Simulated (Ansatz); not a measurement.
# ClFH₅NSi₂: small, medium and large basis sets

How large a basis does ClFH₅NSi₂ need? Two functionals are run in growing sets.

Program: Ansatz 0.2.0, Gaussian basis. Level of theory: one geometry, several basis sets. These are calculated values, not measurements.

Levels to be run: PBE0-D4/def2-SVP; ωB97M-V/def2-SVP; PBE0-D4/def2-QZVPP; ωB97M-V/def2-QZVPP; the functionals' def2-TZVPP values are taken from earlier runs.

## 1. Structure used throughout

The geometry comes from an earlier relaxation with PBE0-D4 in a triple-zeta def2 set; it is a stationary point, not always the lowest conformer.

10 atoms, charge 0, spin multiplicity 1.

Atoms are counted from 1 here; the program's logs count them from 0.

Bond lengths: F1–Si2 1.591 Å, Si2–Cl3 2.041 Å, Si2–N4 1.695 Å, Si2–H6 1.470 Å, N4–Si5 1.736 Å, N4–H7 1.011 Å, Si5–H8 1.486 Å, Si5–H9 1.486 Å, Si5–H10 1.483 Å. Angles: F1–Si2–Cl3 105.7°, F1–Si2–N4 112.7°, F1–Si2–H6 107.1°, Cl3–Si2–N4 109.2°, Cl3–Si2–H6 111.1°, N4–Si2–H6 110.9°, Si2–N4–Si5 127.7°, Si2–N4–H7 115.7°, Si5–N4–H7 116.5°, N4–Si5–H8 111.6°, N4–Si5–H9 110.8°, N4–Si5–H10 106.5°, H8–Si5–H9 108.2°, H8–Si5–H10 109.7°, H9–Si5–H10 110.1°.

## 2. PBE0-D4 in def2-SVP

File in.yaml:

```yaml
crystal:
  periodic: [false, false, false]
  atoms:
    - {symbol: F, position_ang: [-1.264265, 0.121759, 2.206985]}
    - {symbol: Si, position_ang: [0.148107, 0.145174, 1.474875]}
    - {symbol: Cl, position_ang: [1.261328, 1.541073, 2.463440]}
    - {symbol: N, position_ang: [0.030205, 0.581572, -0.158574]}
    - {symbol: Si, position_ang: [-0.170352, -0.468550, -1.526580]}
    - {symbol: H, position_ang: [0.732340, -1.196469, 1.618180]}
    - {symbol: H, position_ang: [0.019897, 1.575133, -0.347648]}
    - {symbol: H, position_ang: [-1.479567, -0.251673, -2.195086]}
    - {symbol: H, position_ang: [0.904599, -0.243649, -2.527134]}
    - {symbol: H, position_ang: [-0.099193, -1.855671, -1.005559]}
basis:
  gaussian: {orbitals: def2-SVP}
hamiltonian: {xc: pbe0, dispersion: d4}
output: {orbitals: {seedname: orbitals}}
```

On the command line:

```bash
ansatz run in.yaml --threads 4 --pin off --events-out ev --progress --plain --max-ram 10444MiB
```

After this run come: ωB97M-V in def2-SVP; PBE0-D4 in def2-QZVPP; ωB97M-V in def2-QZVPP.

Before running them: what should the planned runs give, taken together? Wanted: PBE0-D4: double and triple zeta above quadruple; ωB97M-V: double and triple zeta above quadruple.

The runs gave:

| quantity | value |
| --- | --- |
| PBE0-D4: double and triple zeta above quadruple | 16.66, 1.17 eV |
| ωB97M-V: double and triple zeta above quadruple | 16.68, 1.09 eV |

PBE0-D4 gains 15.49 eV from double to triple zeta, then 1.17 eV more. These are total energies; as a rule much of such shifts cancels in differences, which this series doesn't test. The LUMO of ωB97M-V is positive and keeps falling with the basis (2.35 to 1.19 eV): an unbound level that the basis holds in place.
